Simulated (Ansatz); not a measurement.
# Cd (Cadmium): the cost of one run

Program: Ansatz 0.2.0. Level of theory: DFT PBEsol, frozen-core PAW and all-electron LAPW, scalar-relativistic unless said. These are calculated values, not measurements.

1 further run of the same task is left out (set aside as unsound or not needed).

## Step 1: Starting point

Symmetry: P6_3/mmc, No. 194, hexagonal system. The conventional cell has a = 2.979 Å, b = 2.979 Å, c = 5.618 Å, α = 90.00°, β = 90.00°, γ = 120.00°. Around Cd (site symmetry -6m2) lie 12 Cd at 2.98 to 3.29 Å.

As a file:

```xyz
2
Lattice="2.9789 0.0000 0.0000 -1.4894 2.5798 0.0000 0.0000 0.0000 5.6177" Properties=species:S:1:pos:R:3 pbc="T T T"
Cd    0.0000    1.7199    1.4044
Cd    1.4894    0.8599    4.2132
```

Cartesian axes are those of the input's lattice vectors. The structure goes back to a database entry.

## Step 2: Cell and atoms relaxed, PAW

input.yaml

```yaml
crystal:
  lattice:
    - [2.97887000001, 0.0, 0.0]
    - [-1.48943500001, 2.57977709458, 0.0]
    - [0.0, 0.0, 5.61765]
  atoms:
    - { symbol: Cd, position: [0.333333333333, 0.666666666667, 0.25] }
    - { symbol: Cd, position: [0.666666666667, 0.333333333333, 0.75] }
kpoints:
  mp_grid: { grid: [14, 14, 6] }
scf:
  occupations: { method: fermi_dirac, width: 0.05 }
hamiltonian:
  xc: pbesol
  pseudopotentials: { kind: paw }
relax:
  f_tol: 0.002
  max_steps: 80
  cell: {}
output:
  forces: true
  stress: true
```

Run with:

```sh
ansatz run input.yaml --threads 1 --pin off --max-ram 3072MiB --backend cpu --events-out ev --progress --plain --runs-dir out
```

What time and memory should one allow on 1 thread of Intel Xeon Platinum 8488C (Sapphire Rapids), shared host?

About 22 s, with a peak of 0.42 GiB.
